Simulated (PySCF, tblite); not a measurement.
**C₇H₉FN radical: geometry, infrared bands and EPR parameters**

What infrared bands and EPR parameters should C₇H₉FN radical (`[CH2]/C(CF)=C(/C)CC#N`) show?

Computed with tblite 0.8.0 and PySCF 2.14.0, with density-fitted response routines of our own, on a single molecule in the gas phase. Atoms count from 0, in the outputs and in this text.

## (1) The starting structure

18 atoms, charge 0, multiplicity 2; geometry from: force field or distance geometry start.

Bonds of the start (Å): C0–C1 1.45, C1–C2 1.53, C2–F3 1.37, C1–C4 1.36, C4–C5 1.52, C4–C6 1.52, C6–C7 1.48, C7–N8 1.16, C0–H9 1.09, C0–H10 1.08, C2–H11 1.09, C2–H12 1.09, C5–H13 1.09, C5–H14 1.09, C5–H15 1.08, C6–H16 1.09, C6–H17 1.08.

## (2) Optimising the geometry with GFN2-xTB

The job: settings as JSON, then the geometry in Å.

```
{"job": {"kind": "relax", "xc": "GFN2-xTB", "basis": "xTB"}, "charge": 0, "multiplicity": 2}
C      1.110400     1.764300    -0.106900
C      0.836600     0.344100    -0.155700
C      2.125900    -0.484700    -0.198300
F      2.591400    -0.518200    -1.485300
C     -0.410500    -0.188000    -0.102500
C     -0.687600    -1.675500    -0.184000
C     -1.689700     0.639500    -0.049100
C     -2.221900     0.672200     1.328700
N     -2.659400     0.689100     2.401500
H      0.338400     2.504000     0.118600
H      2.068300     2.133600    -0.433100
H      2.892800    -0.044900     0.432800
H      1.983300    -1.507000     0.156800
H     -0.984500    -2.051600     0.797400
H      0.169700    -2.252900    -0.520100
H     -1.490600    -1.880000    -0.883000
H     -2.435000     0.209300    -0.722100
H     -1.546400     1.652900    -0.407200
```

The run is started by

```
OMP_NUM_THREADS=1 python probes_run.py task.json out
```

This one command runs all jobs of the session in turn.

**Question.** This job is followed by: GFN2-xTB harmonic vibrations, gas phase; UKS B3LYP, pcH-1 on C F H N, non-relativistic, mean-field spin-orbit, GIAO. Predict these results of the whole session: strongest single infrared mode (GFN2-xTB); zero-point energy (GFN2-xTB); g(iso) (B3LYP); ⟨S²⟩; largest a(iso) (averaged by class); surface potential, 1st and 99th percentile.

As calculated:

| quantity | value |
| --- | --- |
| strongest single infrared mode (GFN2-xTB) | 2404 cm⁻¹, 244 km/mol |
| zero-point energy (GFN2-xTB) | 87.5 kcal/mol |
| g(iso) (B3LYP) | 2.00268 |
| ⟨S²⟩ | 0.777 (exact 0.75) |
| largest a(iso) (averaged by class) | 13C on C4, 67.2 MHz |
| surface potential, 1st and 99th percentile | -1.80 V and 1.42 V |

What this shows: The optimisation took 122 steps and gained 0.385 eV; among the close pairs (by a distance rule), C0–C1 changed most, from 1.447 to 1.369 Å. All 48 modes are real, so the xTB geometry is a minimum. The strongest single mode, at 2404 cm⁻¹, moves mainly C7 and N8. Unscaled tight-binding wavenumbers are off by several per cent, some by more. Its intensities can rank the bands wrongly. The largest spin populations lie on C4 (0.70 e), C0 (0.61 e). The isotropic g lies 0.4 ppt above the free-electron value.
